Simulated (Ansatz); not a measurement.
# TiCo: magnetic states

The task here is to estimate one member of a computed series from the others.

Computed with Ansatz 0.2.0 (DFT r2SCAN, scalar-relativistic, plane waves, PAW, unless a step's input says otherwise).

## Starting point

It takes space group R-3m (No. 166, trigonal). The conventional cell has a = 2.729 Å, b = 2.729 Å, c = 13.370 Å, α = 90.00°, β = 90.00°, γ = 120.00°. Co (site symmetry -3m) is surrounded by 6 Co at 2.73 Å and 6 Ti at 2.73 Å. Around Ti (site symmetry -3m) lie 6 Co at 2.73 Å and 6 Ti at 2.73 Å.

Structure file:

```xyz
2
Lattice="1.9297 1.9297 3.8595 1.9297 3.8595 1.9297 3.8595 1.9297 1.9297" Properties=species:S:1:pos:R:3 pbc="T T T"
Co    0.0000    0.0000    0.0000
Ti    3.8595    3.8595    3.8595
```

The structure is invented: a known structure type filled with these elements, not a reported compound.

The first run:

(A quick probe on a coarse mesh, which set the mesh and smearing, is not shown.)

Contents of input.yaml:

```yaml
crystal:
  lattice:
    - [1.9297252197, 1.9297252197, 3.8594504394]
    - [1.9297252197, 3.8594504394, 1.9297252197]
    - [3.8594504394, 1.9297252197, 1.9297252197]
  atoms:
    - { symbol: Co, position: [0.0, 0.0, 0.0], spin: 1.85 }
    - { symbol: Ti, position: [0.5, 0.5, 0.5], spin: -0.27 }
basis:
  ecutwfc: 500
kpoints:
  mp_grid: { grid: [18, 18, 18] }
hamiltonian:
  xc: r2scan
scf:
  occupations: { method: gaussian, width: 0.1 }
output:
  forces: true
  stress: true
  eigenvalues: true
  populations: true
  write_density: true
  write_potential: true
  elf: true
  volumetric_format: npy
magnetization:
  spin_polarized: true
relax:
  adjacent_minimum: "off"
  f_tol: 0.01
  max_steps: 80
  cell: { stress_tol: 0.05 }
```

The run is started by

```sh
$ ansatz run input.yaml --threads 1 --pin off --max-ram 2560MiB --backend cpu --events-out ev --progress --plain --runs-dir out
```

Among the steps run: Full relaxation; Magnetic start: no spin polarisation; Start: ferromagnetic; Magnetic start: large parallel starting moments; Magnetic start: antiferromagnetic, doubled cell, propagation vector (0, 0, 1/2); Magnetic start: antiferromagnetic, doubled cell, propagation vector (0, 1/2, 1/2); Magnetic start: antiferromagnetic, doubled cell, propagation vector (1/2, 1/2, 1/2); Magnetic start: small parallel starting moments.

One table of the session follows, with a row left open; its other results are not shown here.

It belongs to the step «The magnetic starts in order of energy». 

```
                                                              start  energy above the lowest (meV/atom)
antiferromagnetic, doubled cell, propagation vector (1/2, 1/2, 1/2)                                0.00
                                                      ferromagnetic                                0.17
                                    large parallel starting moments                                0.17
                                    small parallel starting moments                                0.17
  antiferromagnetic, doubled cell, propagation vector (0, 1/2, 1/2)                                   ?
    antiferromagnetic, doubled cell, propagation vector (0, 0, 1/2)                                11.1
                                                            no spin                                49.9
```

**Question.** Estimate the row for antiferromagnetic, doubled cell, propagation vector (0, 1/2, 1/2).

As computed: energy above the lowest (meV/atom): 3.47. In the column «energy above the lowest (meV/atom)» it lies between small parallel starting moments (0.17) and antiferromagnetic, doubled cell, propagation vector (0, 0, 1/2) (11.1).

Limits of these values: Other magnetic orders or occupations could lie lower; they were not searched in full. Warnings in the runs' records: stability check not made, lower free energy seen.
